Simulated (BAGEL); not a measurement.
# AlSi2H5O (SMILES [SiH3][Al]1[O][SiH2]1): HF/STO-3G (density fitting with qzvpp-jkfit)

What is the vertical singlet–triplet gap of AlSi2H5O at HF/STO-3G (density fitting with qzvpp-jkfit)? 

Program for the calculation: BAGEL 1.2.2.

## (1) The structure to begin with

AlSi2H5O: 9 atoms, total charge 0, spin state singlet. As SMILES, `[SiH3][Al]1[O][SiH2]1`. The shape is that of a PBE0-D4/def2-TZVP optimisation.

Bond lengths: Si1–Al2 2.450 Å, Al2–O3 1.745 Å, Al2–Si4 2.280 Å, O3–Si4 1.688 Å, Si1–H5 1.488 Å, Si1–H6 1.489 Å, Si1–H7 1.487 Å, Si4–H8 1.490 Å, Si4–H9 1.490 Å. Some angles: Si1–Al2–O3 129.7°, Si1–Al2–Si4 177.0°, O3–Al2–Si4 47.3°, Al2–O3–Si4 83.2°, Al2–Si4–O3 49.5°, Al2–Si1–H5 109.6°, Al2–Si1–H6 109.4°, Al2–Si1–H7 111.5°, Al2–Si4–H8 126.2°, Al2–Si4–H9 126.3°.

## (2) The energy at HF/STO-3G (density fitting with qzvpp-jkfit)

input.json

```json
{ "bagel" : [

{
  "title" : "molecule",
  "basis" : "sto-3g",
  "df_basis" : "qzvpp-jkfit",
  "angstrom" : true,
  "geometry" : [
    { "atom" : "Si", "xyz" : [      -0.652900,       1.717100,      -1.334700 ] },
    { "atom" : "Al", "xyz" : [      -0.124900,      -0.148900,       0.162800 ] },
    { "atom" : "O", "xyz" : [       1.392700,      -0.965300,       0.434300 ] },
    { "atom" : "Si", "xyz" : [       0.478600,      -1.877700,       1.520900 ] },
    { "atom" : "H", "xyz" : [      -1.763800,       1.326700,      -2.244900 ] },
    { "atom" : "H", "xyz" : [      -1.100100,       2.886400,      -0.529300 ] },
    { "atom" : "H", "xyz" : [       0.526500,       2.112800,      -2.150200 ] },
    { "atom" : "H", "xyz" : [       0.403300,      -3.327600,       1.187000 ] },
    { "atom" : "H", "xyz" : [       0.929000,      -1.770000,       2.936900 ] }
  ]
},

{ "title" : "hf" },

{ "title" : "print", "file" : "orbitals.molden", "orbitals" : true }

]}
```

Started as:

```
$ BAGEL_NUM_THREADS=1 BAGEL input.json > input.out
```

What it wrote:

```text
* using 1 threads per process

  ===============================================================
  ===============================================================

  *** Geometry ***

  { "atom" : "Si", "xyz" : [     -1.233802,      3.244849,     -2.522217 ] },
  { "atom" : "Al", "xyz" : [     -0.236027,     -0.281380,      0.307647 ] },
  { "atom" : "O", "xyz" : [      2.631822,     -1.824153,      0.820708 ] },
  { "atom" : "Si", "xyz" : [      0.904423,     -3.548339,      2.874084 ] },
  { "atom" : "H", "xyz" : [     -3.333099,      2.507100,     -4.242246 ] },
  { "atom" : "H", "xyz" : [     -2.078888,      5.454505,     -1.000232 ] },
  { "atom" : "H", "xyz" : [      0.994941,      3.992613,     -4.063289 ] },
  { "atom" : "H", "xyz" : [      0.762127,     -6.288253,      2.243105 ] },
  { "atom" : "H", "xyz" : [      1.755556,     -3.344815,      5.549937 ] },

  Number of auxiliary basis functions:      551

  Since a DF basis is specified, we compute 2- and 3-index integrals:
    o Being stored without compression. Storage requirement is 0.006 GB

  Number of basis functions:       37
  Number of electrons      :       54

    * METHOD: MOLECULE                             0.20

  *** RHF ***

  === Nuclear Repulsion ===
   235.0134388000

      * DIIS with orbital gradients will be used.

  === RHF iteration (sto-3g) ===
      0       -886.76241805          0.01659803           0.03
      1       -886.85945211          0.01380020           0.03
      2       -886.92508365          0.00123854           0.03
      3       -886.92694736          0.00030748           0.03
      4       -886.92706024          0.00012886           0.03
      5       -886.92708297          0.00004580           0.03
      6       -886.92708578          0.00000861           0.03
      7       -886.92708588          0.00000174           0.03
      8       -886.92708588          0.00000040           0.03
      9       -886.92708588          0.00000014           0.03
     10       -886.92708588          0.00000004           0.03
     11       -886.92708588          0.00000001           0.03
     12       -886.92708588          0.00000000           0.03
    * SCF iteration converged.

    * Permanent dipole moment:
           (    1.084760,    -0.503284,     0.126933) a.u.

    * METHOD: HF                                   0.52

    * METHOD: PRINT                                0.00

  ===============================================================
```

It took 0.87 s on 1 thread of Arm Neoverse V2, shared host.

## (3) The triplet at the same level

Edit input.json of step 2 so:

```diff
@@ -6,3 +6,3 @@
   "df_basis" : "qzvpp-jkfit",
-  "angstrom" : true,
+  "angstrom" : "true",
   "geometry" : [
@@ -20,5 +20,12 @@
 
-{ "title" : "hf" },
+{
+  "title" : "uhf",
+  "nopen" : 2
+},
 
-{ "title" : "print", "file" : "orbitals.molden", "orbitals" : true }
+{
+  "title" : "print",
+  "file" : "orbitals.molden",
+  "orbitals" : "true"
+}
```

Started as:

```
$ BAGEL_NUM_THREADS=1 BAGEL input.json > input.out
```

What it wrote:

```text
* using 1 threads per process

  ===============================================================
  ===============================================================

  *** Geometry ***

  { "atom" : "Si", "xyz" : [     -1.233802,      3.244849,     -2.522217 ] },
  { "atom" : "Al", "xyz" : [     -0.236027,     -0.281380,      0.307647 ] },
  { "atom" : "O", "xyz" : [      2.631822,     -1.824153,      0.820708 ] },
  { "atom" : "Si", "xyz" : [      0.904423,     -3.548339,      2.874084 ] },
  { "atom" : "H", "xyz" : [     -3.333099,      2.507100,     -4.242246 ] },
  { "atom" : "H", "xyz" : [     -2.078888,      5.454505,     -1.000232 ] },
  { "atom" : "H", "xyz" : [      0.994941,      3.992613,     -4.063289 ] },
  { "atom" : "H", "xyz" : [      0.762127,     -6.288253,      2.243105 ] },
  { "atom" : "H", "xyz" : [      1.755556,     -3.344815,      5.549937 ] },

  Number of auxiliary basis functions:      551

  Since a DF basis is specified, we compute 2- and 3-index integrals:
    o Being stored without compression. Storage requirement is 0.006 GB

  Number of basis functions:       37
  Number of electrons      :       54

    * METHOD: MOLECULE                             0.20

  *** Open-shell HF ***

  === Nuclear Repulsion ===
   235.0134388000

      * DIIS with orbital gradients will be used.

  === UHF iteration (sto-3g) ===
      0       -886.69523366          0.03010447           0.07
      1       -886.77960083          0.02642500           0.06
      2       -886.82849272          0.01381244           0.06
      3       -886.85156640          0.00210699           0.06
      4       -886.85557896          0.00117276           0.06
      5       -886.85712309          0.00061067           0.07
      6       -886.85751363          0.00029865           0.06
      7       -886.85762075          0.00010551           0.06
      8       -886.85763682          0.00004666           0.07
      9       -886.85764064          0.00001661           0.07
     10       -886.85764131          0.00000480           0.07
     11       -886.85764139          0.00000188           0.06
     12       -886.85764142          0.00000089           0.07
     13       -886.85764142          0.00000044           0.07
     14       -886.85764142          0.00000026           0.06
     15       -886.85764142          0.00000015           0.06
     16       -886.85764142          0.00000008           0.06
     17       -886.85764142          0.00000005           0.06
     18       -886.85764142          0.00000004           0.06
     19       -886.85764142          0.00000002           0.06
     20       -886.85764142          0.00000001           0.06
     21       -886.85764142          0.00000001           0.06
    * SCF iteration converged.

    * S^2 (UHF) is 2.0416

    * Permanent dipole moment:
           (    0.152892,     0.471179,    -0.461755) a.u.

    * METHOD: UHF                                  1.50

    * METHOD: PRINT                                0.00

  ===============================================================
```

It took 1.8 s on 1 thread of Arm Neoverse V2, shared host.

## (4) Summary of results

Level: HF/STO-3G (density fitting with qzvpp-jkfit).

| quantity | value |
| --- | --- |
| singlet: total energy | -886.92709 Eh |
| singlet: dipole moment | 3.06 D |
| singlet: HOMO energy | -4.12 eV |
| singlet: LUMO energy | 6.54 eV |
| singlet: HOMO–LUMO gap | 10.66 eV |
| triplet: total energy | -886.85764 Eh |
| triplet: dipole moment | 1.72 D |
| triplet: ⟨S²⟩ | 2.042 |
| vertical energy of the triplet above the singlet | 1.890 eV |

What this shows: At this shape the triplet lies 1.89 eV (44 kcal/mol) above the singlet. In a minimal basis such a difference can be off by several eV, whatever the method.
